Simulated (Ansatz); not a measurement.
# CoCl+ (quartet): from Hartree-Fock to the top rungs, def2-QZVPP

An exercise on one series of results from a longer session: the logs are not shown, and one member is left open.

Program: Ansatz 0.2.0, Gaussian basis. Level of theory: def2-QZVPP, core rule «outside noble gas», up to 14 orbitals frozen. These are calculated values, not measurements.

To be run: UHF; ROHF; CCSD(T) on UHF.

### The geometry

The geometry is a PBE0/def2-TZVP stationary point (not a proven minimum) of the parent state, kept for this charge and spin.

2 atoms, charge 1, spin multiplicity 4.

Atoms are counted from 1 here; the program's logs count them from 0.

Bond lengths: Co1–Cl2 2.173 Å.

The first run:

in.yaml reads:

```yaml
crystal:
  periodic: [false, false, false]
  atoms:
    - {symbol: Co, position_ang: [0.000000, 0.000000, 0.000000]}
    - {symbol: Cl, position_ang: [0.000000, 0.000000, 2.172600]}
basis:
  gaussian: {orbitals: "def2-QZVPP.json"}
total_charge: 1
magnetization: {spin_polarized: true, initial_magnetization: 3}
hamiltonian: {xc: hf}
output: {orbitals: {seedname: orbitals}}
```

The run is started by

```
> ansatz run in.yaml --threads 1 --pin off --events-out ev --progress --plain --max-ram 2560MiB --backend cpu
```

Steps of the session up to this table: UHF; ROHF; CCSD(T) on UHF.

One of the session's tables, all rows but one given; the rest of the session is left out.

| method | from UCCSD(T) (meV) |
| --- | --- |
| ROHF | +13314.8 |
| UHF | ? |
| UMP2 | +966.8 |
| UCCSD | +549.0 |
| UCCSD(T) | 0 |

**Question.** Estimate the row for UHF.

The run gave: from UCCSD(T) (meV): +13061.2. In the column «from UCCSD(T) (meV)» it lies between UMP2 (+966.8) and ROHF (+13314.8).
